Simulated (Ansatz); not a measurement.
# Fe13Co3: the cost of one run

Method: DFT r2SCAN, scalar-relativistic, plane waves, PAW, in Ansatz 0.2.0.

1 further run of the same task is left out (it didn't finish).

## Step 1: The starting structure

The structure is tetragonal, space group P4/mmm (No. 123). Conventional cell: a = 5.693 Å, b = 5.693 Å, c = 5.691 Å, α = 90.00°, β = 90.00°, γ = 90.00°. Fe (site symmetry mmm) is surrounded by 8 Fe at 2.47 Å. Around Fe (site symmetry m) lie 3 Co at 2.45 to 2.47 Å and 5 Fe at 2.46 to 2.48 Å. Fe (site symmetry 4/mmm) has 12 Fe at 2.48 to 2.85 Å and 2 Co at 2.85 Å as nearest neighbours. Fe (site symmetry mmm) is surrounded by 8 Fe at 2.46 Å. Around Co (site symmetry 4/mmm) lie 8 Fe at 2.47 Å. Co (site symmetry 4/mmm) has 8 Fe at 2.46 Å as nearest neighbours. Around Co (site symmetry 4/mmm) lie 8 Fe at 2.45 Å.

As a file:

```xyz
16
Lattice="5.6927 0.0000 0.0000 0.0000 5.6927 0.0000 0.0000 0.0000 5.6911" Properties=species:S:1:pos:R:3 pbc="T T T"
Fe    2.8463    0.0000    2.8455
Fe    4.2598    1.4329    4.2814
Fe    1.4329    4.2598    1.4097
Fe    1.4329    4.2598    4.2814
Fe    1.4329    1.4329    4.2814
Fe    0.0000    0.0000    2.8455
Fe    4.2598    1.4329    1.4097
Fe    4.2598    4.2598    4.2814
Fe    4.2598    4.2598    1.4097
Fe    0.0000    2.8463    2.8455
Fe    2.8463    0.0000    0.0000
Fe    1.4329    1.4329    1.4097
Fe    0.0000    2.8463    0.0000
Co    0.0000    0.0000    0.0000
Co    2.8463    2.8463    2.8455
Co    2.8463    2.8463    0.0000
```

The structure comes from the Materials Project (structure only).

## Step 2: The base run

input.yaml reads:

```yaml
crystal:
  lattice:
    - [5.692663685, 0.0, 0.0]
    - [0.0, 5.692663685, 0.0]
    - [0.0, 0.0, 5.69106878]
  atoms:
    - { symbol: Fe, position: [0.5, 0.0, 0.5], spin: 4.0 }
    - { symbol: Fe, position: [0.74829272, 0.25170728, 0.75230013], spin: 4.0 }
    - { symbol: Fe, position: [0.25170728, 0.74829272, 0.24769987], spin: 4.0 }
    - { symbol: Fe, position: [0.25170728, 0.74829272, 0.75230013], spin: 4.0 }
    - { symbol: Fe, position: [0.25170728, 0.25170728, 0.75230013], spin: 4.0 }
    - { symbol: Fe, position: [0.0, 0.0, 0.5], spin: 4.0 }
    - { symbol: Fe, position: [0.74829272, 0.25170728, 0.24769987], spin: 4.0 }
    - { symbol: Fe, position: [0.74829272, 0.74829272, 0.75230013], spin: 4.0 }
    - { symbol: Fe, position: [0.74829272, 0.74829272, 0.24769987], spin: 4.0 }
    - { symbol: Fe, position: [0.0, 0.5, 0.5], spin: 4.0 }
    - { symbol: Fe, position: [0.5, 0.0, 0.0], spin: 4.0 }
    - { symbol: Fe, position: [0.25170728, 0.25170728, 0.24769987], spin: 4.0 }
    - { symbol: Fe, position: [0.0, 0.5, 0.0], spin: 4.0 }
    - { symbol: Co, position: [0.0, 0.0, 0.0], spin: 3.0 }
    - { symbol: Co, position: [0.5, 0.5, 0.5], spin: 3.0 }
    - { symbol: Co, position: [0.5, 0.5, 0.0], spin: 3.0 }
magnetization:
  spin_polarized: true
basis:
  ecutwfc: 500
  fft_grid_basis: typed
kpoints:
  mp_grid: { grid: [6, 6, 6] }
hamiltonian:
  xc: r2scan
  pseudopotentials: { kind: paw }
scf:
  occupations: { method: gaussian, width: 0.05 }
output:
  forces: true
  stress: true
  eigenvalues: true
  bader: true
  write_density: true
  volumetric_format: npy
  populations: true
  elf: true
```

Started as:

```
> ansatz run input.yaml --threads 4 --pin off --max-ram 8192MiB --backend cpu --events-out ev --progress --plain --runs-dir out
```

What time and memory should one allow on 4 threads of Intel Xeon Platinum 8259CL at 2.50GHz (Skylake/Cascade Lake), shared host?

About 5.1 min, with a peak of 3.4 GiB.
